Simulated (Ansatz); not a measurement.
**C2H5AlO: up Jacob's ladder to CCSD(T)**

How much do the methods differ for C2H5AlO? The plan is to run it at one geometry with functionals of several rungs and with coupled cluster, and see how far each lands from CCSD(T) at the basis-set limit for the atomisation energy.

The runs use Ansatz 0.2.0, Gaussian basis; functionals in def2-TZVPP, the program's frozen cores in correlated methods.

Plan: LDA (SPW92), PBE-D4, revPBE-D4, BLYP-D4, r2SCAN-D4, B97M-V, PBE0-D4, B3LYP-D4, r2SCANh-D4, r2SCAN0-D4, HSE06-D4, BHLYP-D4, CAM-B3LYP-D4, LC-ωPBE, ωB97X-V, ωB97M-V, B2PLYP, PBE-QIDH; CCSD(T)/def2-SVP; CCSD(T)/def2-TZVPP; MP2/def2-QZVPP; extrapolation to the limit; RPA on PBE.

## (1) The relaxed structure

The geometry comes from an earlier relaxation with PBE0-D4 in a triple-zeta def2 set; it is a stationary point, not always the lowest conformer.

SMILES `[CH3][Al]1[CH2][O]1`, 9 atoms, charge 0, spin multiplicity 1.

Atoms are counted from 1 here; the program's logs count them from 0.

Bond lengths: C1–Al2 1.934 Å, C1–H5 1.093 Å, C1–H6 1.091 Å, C1–H7 1.094 Å, Al2–C3 1.883 Å, Al2–O4 1.707 Å, C3–O4 1.488 Å, C3–H8 1.091 Å, C3–H9 1.091 Å. Angles: Al2–C1–H5 110.3°, Al2–C1–H6 112.2°, Al2–C1–H7 110.1°, H5–C1–H6 108.5°, H5–C1–H7 107.6°, H6–C1–H7 108.1°, C1–Al2–C3 171.7°, C1–Al2–O4 139.6°, C3–Al2–O4 48.7°, Al2–C3–O4 59.5°, Al2–C3–H8 123.8°, Al2–C3–H9 123.8°, O4–C3–H8 112.4°, O4–C3–H9 112.4°, H8–C3–H9 110.7°, Al2–O4–C3 71.8°.

## (2) LDA

This LDA is Slater exchange with PW92 correlation.

in.yaml

```yaml
crystal:
  periodic: [false, false, false]
  atoms:
    - {symbol: C, position_ang: [-0.670851, 1.320193, -1.081511]}
    - {symbol: Al, position_ang: [0.051345, -0.076663, 0.044160]}
    - {symbol: C, position_ang: [0.678725, -1.280205, 1.349332]}
    - {symbol: O, position_ang: [0.789341, -1.609532, -0.097895]}
    - {symbol: H, position_ang: [0.039713, 1.575000, -1.872095]}
    - {symbol: H, position_ang: [-0.900203, 2.225968, -0.517471]}
    - {symbol: H, position_ang: [-1.591178, 0.976783, -1.562074]}
    - {symbol: H, position_ang: [0.038540, -1.980490, 1.887682]}
    - {symbol: H, position_ang: [1.653168, -1.197355, 1.832773]}
basis:
  gaussian: {orbitals: def2-TZVPP}
hamiltonian: {xc: lda}
output: {orbitals: {seedname: orbitals}}
```

After this run come: PBE-D4 (GGA); revPBE-D4 (GGA); BLYP-D4 (GGA); r2SCAN-D4 (meta-GGA); B97M-V (meta-GGA); PBE0-D4 (hybrid); B3LYP-D4 (hybrid); r2SCANh-D4 (hybrid); r2SCAN0-D4 (hybrid); HSE06-D4 (hybrid); BHLYP-D4 (hybrid); CAM-B3LYP-D4 (range-separated); LC-ωPBE (range-separated); ωB97X-V (range-separated); ωB97M-V (range-separated); B2PLYP (double hybrid); PBE-QIDH (double hybrid); CCSD(T) in def2-SVP; CCSD(T) in def2-TZVPP; MP2 in def2-QZVPP; RPA on PBE orbitals.

**Question.** What will the summary of the whole plan be? Wanted: atomisation energy, CCSD(T)/CBS; farthest beyond LDA; mean size of error, GGA; mean size of error, meta-GGA; mean size of error, hybrid; mean size of error, range-separated; mean size of error, double hybrid; gap, smallest and largest; T1 diagnostic.

As calculated:

| quantity | value |
| --- | --- |
| atomisation energy, CCSD(T)/CBS | 3291.8 kJ/mol |
| functionals within 16.5 kJ/mol (0.5 %) | BLYP-D4, B97M-V, PBE0-D4, B3LYP-D4, r2SCANh-D4, HSE06-D4, CAM-B3LYP-D4, LC-ωPBE, ωB97X-V, ωB97M-V |
| farthest beyond LDA | BHLYP-D4 (-121.2 kJ/mol) |
| mean size of error, GGA | 31.7 kJ/mol |
| mean size of error, meta-GGA | 14.8 kJ/mol |
| mean size of error, hybrid | 31.7 kJ/mol |
| mean size of error, range-separated | 4.1 kJ/mol |
| mean size of error, double hybrid | 30.9 kJ/mol |
| gap, smallest and largest | 3.46 eV (BLYP-D4), 10.24 eV (LC-ωPBE) |
| T1 diagnostic | 0.0146 |
| triples share of the correlation energy | 4.0 % |

**Reading.** LDA overbinds by 479.7 kJ/mol (15 %). PBE-D4 is off by +67.2 kJ/mol. Double hybrids carry the basis error of their MP2 part in triple zeta, and no dispersion term here, so their miss is partly the set-up's. The rungs range-separated, meta-GGA miss on average by less than the doubt on the reference (16.5 kJ/mol), so they tie. The reference freezes the cores and leaves out relativity and excitations past (T), so misses under about 16.5 kJ/mol can't be ranked. Hartree-Fock recovers 71 % of the binding; the rest is correlation. CCSD(T) in def2-SVP is off by -189.1 kJ/mol, worse than the median functional, from the basis alone. Orbital gaps span 3.5 to 10.2 eV; exact exchange widens them.
